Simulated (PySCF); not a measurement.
# C₄H₁₃NSi₃: NMR shifts in solvents

Aim: compute the NMR shifts of C₄H₁₃NSi₃ (`C=C[SiH](C=C)N([SiH3])[SiH3]`), and see what a dielectric continuum does where one was used.

The runs use PySCF 2.14.0, with density-fitted response routines of our own; the level of theory stands in each step. All values are computed, except where a source is named. Atoms are numbered from 0 throughout.

**1. The starting structure**

21 atoms, charge 0, multiplicity 1; geometry from: GFN2-xTB.

Bonds of the start (Å): C0–C1 1.32, C1–Si2 1.88, Si2–C3 1.88, C3–C4 1.32, Si2–N5 1.75, N5–Si6 1.74, N5–Si7 1.74, C0–H8 1.08, C0–H9 1.08, C1–H10 1.08, Si2–H11 1.48, C3–H12 1.08, C4–H13 1.08, C4–H14 1.08, Si6–H15 1.46, Si6–H16 1.47, Si6–H17 1.46, Si7–H18 1.46, Si7–H19 1.46, Si7–H20 1.47.

**2. Relaxing the molecule at PBE0-D3(BJ)/def2-SVP**

What the job is given:

```
{"job": {"xc": "PBE0", "basis": "def2-SVP", "d3": "d3bj", "grid": 1, "kind": "geom"}, "charge": 0, "multiplicity": 1}
C      1.077641     2.600140     0.755525
C      0.154580     1.992863     0.028288
Si     0.287780     0.228468    -0.615828
C      1.738076    -0.662212     0.191294
C      3.007945    -0.397353    -0.067362
N     -1.176297    -0.659763    -0.250052
Si    -2.570564     0.149786     0.410611
Si    -1.234193    -2.371195    -0.576740
H      0.974920     3.618018     1.102249
H      1.988829     2.097801     1.038407
H     -0.740553     2.543661    -0.232377
H      0.449829     0.268504    -2.082693
H      1.507482    -1.439006     0.910716
H      3.287741     0.362522    -0.779253
H      3.825922    -0.918533     0.408146
H     -3.573407    -0.867034     0.720955
H     -3.093824     1.087345    -0.588843
H     -2.179423     0.867413     1.625653
H     -0.052549    -2.715317    -1.364306
H     -2.454122    -2.665872    -1.329229
H     -1.234734    -3.103293     0.694369
```

The run is started by

```bash
$ OMP_NUM_THREADS=1 python probes_run.py task.json out
```

This one command runs all jobs of the session in turn.

What it wrote:

```text
step   0  E = -1082.44248912  max force = 0.017568
step   1  E = -1082.44822014  max force = 0.003350
step   2  E = -1082.44868484  max force = 0.001562
step   3  E = -1082.44896724  max force = 0.001446
step   4  E = -1082.44936738  max force = 0.002568
step   5  E = -1082.45006474  max force = 0.003065
step   6  E = -1082.45052659  max force = 0.001753
step   7  E = -1082.45076930  max force = 0.001713
step   8  E = -1082.45089622  max force = 0.001855
step   9  E = -1082.45099224  max force = 0.001539
step  10  E = -1082.45108602  max force = 0.000636
step  11  E = -1082.45112748  max force = 0.000863
step  12  E = -1082.45115480  max force = 0.000729
step  13  E = -1082.45117338  max force = 0.000349
step  14  E = -1082.45118425  max force = 0.000559
step  15  E = -1082.45118809  max force = 0.000451
step  16  E = -1082.45119051  max force = 0.000156
optimisation converged
```

Wall time 5.6 min (1 thread of Arm Neoverse V2, shared host); peak memory 0.85 GiB.

Step by step:

| step | energy from step 0 (eV) | largest force component (eV/Å) |
| --- | --- | --- |
| 0 | 0.0000 | 0.9034 |
| 1 | -0.1559 | 0.1723 |
| 2 | -0.1686 | 0.0803 |
| 3 | -0.1763 | 0.0744 |
| 4 | -0.1872 | 0.1321 |
| 5 | -0.2061 | 0.1576 |
| 6 | -0.2187 | 0.0901 |
| 7 | -0.2253 | 0.0881 |
| 8 | -0.2288 | 0.0954 |
| 9 | -0.2314 | 0.0791 |
| 10 | -0.2339 | 0.0327 |
| 11 | -0.2351 | 0.0444 |
| 12 | -0.2358 | 0.0375 |
| 13 | -0.2363 | 0.0179 |
| 14 | -0.2366 | 0.0287 |
| 15 | -0.2367 | 0.0232 |
| 16 | -0.2368 | 0.0080 |

Distances of close pairs at the start and the end, largest changes first:

| bond | before (Å) | after (Å) | change (Å) |
| --- | --- | --- | --- |
| Si6–H15 | 1.461 | 1.496 | +0.035 |
| Si7–H18 | 1.461 | 1.494 | +0.033 |
| Si7–H19 | 1.463 | 1.495 | +0.032 |
| Si6–H17 | 1.464 | 1.495 | +0.031 |
| Si7–H20 | 1.467 | 1.496 | +0.029 |
| Si6–H16 | 1.467 | 1.495 | +0.028 |
| Si2–H11 | 1.476 | 1.496 | +0.020 |
| C4–H13 | 1.078 | 1.097 | +0.018 |

The final coordinates are the input of the step that follows.

| at the end point | value |
| --- | --- |
| point group (found at 0.08 Å tolerance) | C1 |
| rotational constants (GHz, main isotopes) | 1.327, 0.958, 0.629 |
| dipole moment (D) | 1.23 |

**3. Shielding tensors: PBE0/pcSseg-1 in cyclohexane**

What the job is given:

```
{"job": {"kind": "nmr", "xc": "PBE0", "basis": "pcSseg-1", "solvent": "cyclohexane", "pop": true}, "charge": 0, "multiplicity": 1}
C      0.630643     2.613829     0.706110
C     -0.090053     1.926532    -0.188584
Si     0.228298     0.131831    -0.603312
C      1.617849    -0.554486     0.438910
C      2.741143    -1.057260    -0.087308
N     -1.265069    -0.758689    -0.321163
Si    -2.531444    -0.098684     0.695115
Si    -1.410371    -2.407344    -0.900673
H      0.437295     3.670337     0.924037
H      1.454881     2.150333     1.260492
H     -0.895668     2.455536    -0.715768
H      0.623269    -0.017804    -2.038941
H      1.498360    -0.581323     1.530957
H      2.911839    -1.069990    -1.170403
H      3.541233    -1.481181     0.530333
H     -3.571129    -1.164632     0.842003
H     -3.169693     1.110474     0.091406
H     -2.029740     0.272026     2.053711
H     -0.231985    -2.691317    -1.773766
H     -2.666939    -2.590743    -1.690009
H     -1.427518    -3.398430     0.220055
```

With the program's defaults for keys left out, this is: GIAO PBE0/pcSseg-1 NMR shielding, non-relativistic, IEF-PCM cyclohexane.

What it wrote:

```text
coarse grid: 18344 points
cycle   1  E = -1082.6894576661  dE =  3.839e-01  |g| = 5.514e-01  |ddm| = 4.129e+00
cycle   2  E = -1082.6337904522  dE =  5.567e-02  |g| = 7.359e-01  |ddm| = 1.056e+00
cycle   3  E = -1082.7557780565  dE = -1.220e-01  |g| = 1.245e-01  |ddm| = 7.188e-01
cycle   4  E = -1082.7593466762  dE = -3.569e-03  |g| = 2.834e-02  |ddm| = 1.367e-01
cycle   5  E = -1082.7595505694  dE = -2.039e-04  |g| = 7.610e-03  |ddm| = 2.821e-02
cycle   6  E = -1082.7595615735  dE = -1.100e-05  |g| = 3.329e-03  |ddm| = 7.631e-03
cycle   7  E = -1082.7595643368  dE = -2.763e-06  |g| = 3.734e-04  |ddm| = 2.824e-03
final grid: 161440 points
cycle   8  E = -1082.8037130451  dE = -2.098e-05  |g| = 7.509e-03  |ddm| = 2.172e-02
cycle   9  E = -1082.8037069765  dE =  6.069e-06  |g| = 9.179e-03  |ddm| = 1.409e-02
cycle  10  E = -1082.8037269506  dE = -1.997e-05  |g| = 1.405e-03  |ddm| = 8.081e-03
cycle  11  E = -1082.8037273871  dE = -4.365e-07  |g| = 2.292e-04  |ddm| = 1.311e-03
cycle  12  E = -1082.8037273984  dE = -1.129e-08  |g| = 4.639e-05  |ddm| = 2.254e-04
cycle  13  E = -1082.8037273987  dE = -2.601e-10  |g| = 3.313e-05  |ddm| = 6.838e-05
cycle  14  E = -1082.8037273990  dE = -2.829e-10  |g| = 3.361e-06  |ddm| = 2.585e-05
converged SCF energy = -1082.8037273990

GIAO shielding tensors (ppm)
atom      isotropic    diamagn.    paramagn.     s11        s22        s33       span
  0 C       35.222     254.782    -219.560    -93.455     34.334    164.786    258.242
  1 C       42.147     264.970    -222.823    -78.863     30.994    174.310    253.173
  2 Si     363.817     884.646    -520.830    351.651    358.721    381.078     29.426
  3 C       41.719     265.900    -224.181    -80.802     30.507    175.454    256.256
  4 C       36.616     254.351    -217.735    -92.605     39.118    163.336    255.941
  5 N      270.898     333.629     -62.731    254.906    274.050    283.739     28.833
  6 Si     401.884     880.037    -478.152    366.111    375.777    463.765     97.654
  7 Si     398.189     879.332    -481.143    362.747    365.965    465.856    103.109
  8 H       24.625      28.356      -3.732     21.507     24.097     28.270      6.762
  9 H       24.919      32.478      -7.560     21.381     23.785     29.589      8.208
 10 H       24.512      32.320      -7.809     21.811     24.447     27.278      5.468
 11 H       26.327      32.427      -6.099     23.599     24.983     30.400      6.802
 12 H       24.679      34.707     -10.028     21.323     25.271     27.443      6.120
 13 H       24.854      31.494      -6.640     20.674     24.635     29.252      8.578
 14 H       24.685      28.767      -4.082     21.248     24.280     28.527      7.279
 15 H       26.622      28.573      -1.951     23.053     25.372     31.442      8.389
 16 H       26.595      29.595      -3.000     22.950     24.873     31.962      9.012
 17 H       26.593      30.266      -3.673     23.108     25.104     31.568      8.460
 18 H       26.614      29.343      -2.728     22.995     26.088     30.761      7.766
 19 H       26.599      28.167      -1.568     22.956     24.562     32.278      9.321
 20 H       26.718      28.938      -2.220     23.288     24.627     32.238      8.949
```

Run time: 44 s. Hardware: 1 thread of Arm Neoverse V2, shared host; peak memory 1.2 GiB.

The references, computed at this level on geometries of the same kind, shield at (ppm): 1H TMS 31.26, 13C TMS 184.8, 29Si TMS 351.9, 15N NH3 266.9. Their shielding less the atom's gives the shift. The references are single molecules in the same continuum, so shifts against H2O, NH3, PH3, H3PO4 or CFCl3 are not on the usual liquid scales and can be off by tens of ppm. Atoms listed in one row are averaged.

| atoms | environment | σ (ppm) | δ (ppm) |
| --- | --- | --- | --- |
| C0, C4 | terminal =CH2 carbon | 35.9 | 148.9 |
| C1, C3 | alkene CH | 41.9 | 142.9 |
| H10, H12 | hydrogen on an alkene CH | 24.60 | 6.66 |
| H8, H14 | hydrogen on a terminal =CH2 carbon | 24.65 | 6.60 |
| H9, H13 | hydrogen on a terminal =CH2 carbon | 24.89 | 6.37 |
| H11 | hydrogen on a silicon bonded to 2 C, N | 26.33 | 4.93 |
| H15, H16, H17, H18, H19, H20 | hydrogen on a silicon bonded to N | 26.62 | 4.63 |
| Si2 | silicon bonded to 2 C, N, H | 363.8 | -11.9 |
| Si6, Si7 | silicon bonded to N, 3 H | 400.0 | -48.1 |
| N5 | nitrogen bonded to 3 Si | 270.9 | -4.0 |

Charges from the same density, by scheme (e):

| atoms | Mulliken | IAO | Hirshfeld | ESP fit |
| --- | --- | --- | --- | --- |
| C0, C4 | -0.16 | -0.26 | -0.07 | -0.32 |
| C1, C3 | -0.53 | -0.45 | -0.14 | -0.30 |
| Si2 | 1.05 | 1.01 | 0.38 | 0.58 |
| N5 | -1.09 | -1.02 | -0.35 | -0.51 |
| Si6, Si7 | 0.64 | 0.72 | 0.34 | 0.42 |

Mayer bond orders: C0–C1 1.98, C1–Si2 0.88, Si2–C3 0.87, C3–C4 1.98, Si2–N5 0.85, N5–Si6 0.89, N5–Si7 0.89.

**4. NMR shieldings: PBE0/pcSseg-1 in dichloromethane**

Settings changed since step 3:

```diff
@@ -1,2 +1,2 @@
-{"job": {"kind": "nmr", "xc": "PBE0", "basis": "pcSseg-1", "solvent": "cyclohexane", "pop": true}, "charge": 0, "multiplicity": 1}
+{"job": {"kind": "nmr", "xc": "PBE0", "basis": "pcSseg-1", "solvent": "dichloromethane", "pop": false}, "charge": 0, "multiplicity": 1}
 C      0.630643     2.613829     0.706110
```

Method: GIAO PBE0/pcSseg-1 NMR shielding, non-relativistic, IEF-PCM dichloromethane.

What it wrote:

```text
coarse grid: 18344 points
cycle   1  E = -1082.6918009197  dE =  3.819e-01  |g| = 5.482e-01  |ddm| = 4.128e+00
cycle   2  E = -1082.6395364431  dE =  5.226e-02  |g| = 7.250e-01  |ddm| = 1.037e+00
cycle   3  E = -1082.7575457688  dE = -1.180e-01  |g| = 1.202e-01  |ddm| = 6.959e-01
cycle   4  E = -1082.7608251801  dE = -3.279e-03  |g| = 2.711e-02  |ddm| = 1.292e-01
cycle   5  E = -1082.7610160936  dE = -1.909e-04  |g| = 5.290e-03  |ddm| = 2.606e-02
cycle   6  E = -1082.7610208912  dE = -4.798e-06  |g| = 2.273e-03  |ddm| = 5.833e-03
final grid: 161440 points
cycle   7  E = -1082.8051548093  dE = -1.818e-05  |g| = 8.584e-03  |ddm| = 2.233e-02
cycle   8  E = -1082.8051405481  dE =  1.426e-05  |g| = 1.167e-02  |ddm| = 1.499e-02
cycle   9  E = -1082.8051725007  dE = -3.195e-05  |g| = 1.518e-03  |ddm| = 8.852e-03
cycle  10  E = -1082.8051730676  dE = -5.669e-07  |g| = 1.674e-04  |ddm| = 1.310e-03
cycle  11  E = -1082.8051730735  dE = -5.902e-09  |g| = 2.528e-05  |ddm| = 1.575e-04
cycle  12  E = -1082.8051730736  dE = -9.777e-11  |g| = 1.122e-05  |ddm| = 4.262e-05
converged SCF energy = -1082.8051730736

GIAO shielding tensors (ppm)
atom      isotropic    diamagn.    paramagn.     s11        s22        s33       span
  0 C       34.308     254.931    -220.624    -94.500     31.971    165.453    259.953
  1 C       42.221     265.105    -222.883    -78.515     30.594    174.585    253.100
  2 Si     363.754     884.682    -520.928    351.762    358.224    381.275     29.512
  3 C       41.479     265.962    -224.483    -80.872     29.596    175.713    256.585
  4 C       36.028     254.497    -218.469    -93.206     37.315    163.975    257.180
  5 N      270.739     333.668     -62.929    254.857    273.822    283.539     28.682
  6 Si     401.959     880.029    -478.070    366.095    375.926    463.857     97.761
  7 Si     398.233     879.325    -481.092    362.832    365.919    465.947    103.115
  8 H       24.522      28.292      -3.770     21.425     23.994     28.148      6.723
  9 H       24.837      32.384      -7.547     21.282     23.714     29.515      8.233
 10 H       24.444      32.266      -7.822     21.802     24.344     27.186      5.385
 11 H       26.352      32.484      -6.131     23.624     25.021     30.412      6.789
 12 H       24.590      34.613     -10.023     21.294     25.141     27.335      6.041
 13 H       24.787      31.400      -6.612     20.605     24.574     29.183      8.578
 14 H       24.600      28.687      -4.087     21.190     24.192     28.418      7.228
 15 H       26.623      28.579      -1.956     23.051     25.373     31.445      8.394
 16 H       26.592      29.602      -3.011     22.948     24.870     31.958      9.010
 17 H       26.609      30.293      -3.685     23.124     25.115     31.587      8.463
 18 H       26.619      29.352      -2.733     23.003     26.090     30.763      7.760
 19 H       26.608      28.187      -1.580     22.965     24.570     32.288      9.324
 20 H       26.733      28.966      -2.233     23.302     24.640     32.256      8.954
```

Wall time 38 s (1 thread of Arm Neoverse V2, shared host); peak memory 1.2 GiB.

This run: δ C0 150.2, C1 143.5, Si2 -11.9, Si6 -48.3, H10 6.73, H8 6.68 ppm (means over like atoms).

**5. Side by side: NMR shifts**

Shifts (ppm) of some atoms, chosen among heavy atoms and hydrogens apart, means over like atoms, with basis size and wall time:

| run | C0 | C1 | H10 | H8 | Si2 | Si6 | N5 | functions | time |
| --- | --- | --- | --- | --- | --- | --- | --- | --- | --- |
| PBE0/pcSseg-1 in cyclohexane | 148.9 | 142.9 | 6.66 | 6.60 | -11.9 | -48.1 | -4.0 | 222 | 44 s |
| PBE0/pcSseg-1 in dichloromethane | 150.2 | 143.5 | 6.73 | 6.68 | -11.9 | -48.3 | -2.6 | 222 | 38 s |

The continuum's effect on the ground state:

| solvent | ε | polarisation energy (Eh) | μ (D) |
| --- | --- | --- | --- |
| cyclohexane | 2.02 | -0.0012 | 1.28 |
| dichloromethane | 8.93 | -0.0028 | 1.38 |

**6. Outcome**

| quantity | value |
| --- | --- |
| point group | C1 |
| rotational constants (main isotopes) | 1.33, 0.96, 0.63 GHz |
| 13C shifts against TMS (PBE0/pcSseg-1, cyclohexane, means over atoms taken as alike) | 148.9, 142.9 ppm |
| 1H shifts against TMS (PBE0/pcSseg-1, cyclohexane, means over atoms taken as alike) | 6.66, 6.60, 6.37, 4.93, 4.63 ppm |
| 29Si shifts against TMS (PBE0/pcSseg-1, cyclohexane, means over atoms taken as alike) | -11.9, -48.1 ppm |
| 15N shifts against NH3 (PBE0/pcSseg-1, cyclohexane) | -4.0 ppm |
| range of the shift of N5 | -4.0 to -2.6 ppm |

**Reading.** The optimisation took 16 steps and gained 0.237 eV; among the close pairs (by a distance rule), Si6–H15 changed most, from 1.461 to 1.496 Å. C0, C4 (mean) (terminal =CH2 carbon) lies farthest downfield among carbon, at 148.9 ppm; the olefinic region. H10, H12 (mean) (hydrogen on an alkene CH) lies farthest downfield among hydrogen, at 6.66 ppm; olefinic region. In ppm, N5 moves most: its shift spreads over 1.4 ppm, from -4.0 (PBE0/pcSseg-1 in cyclohexane) to -2.6 (PBE0/pcSseg-1 in dichloromethane). Most of that comes from the computed reference, not from the atom's own shielding. The continuum holds electrostatics alone: no hydrogen bonds to the solvent, and the gas-phase geometry is kept.
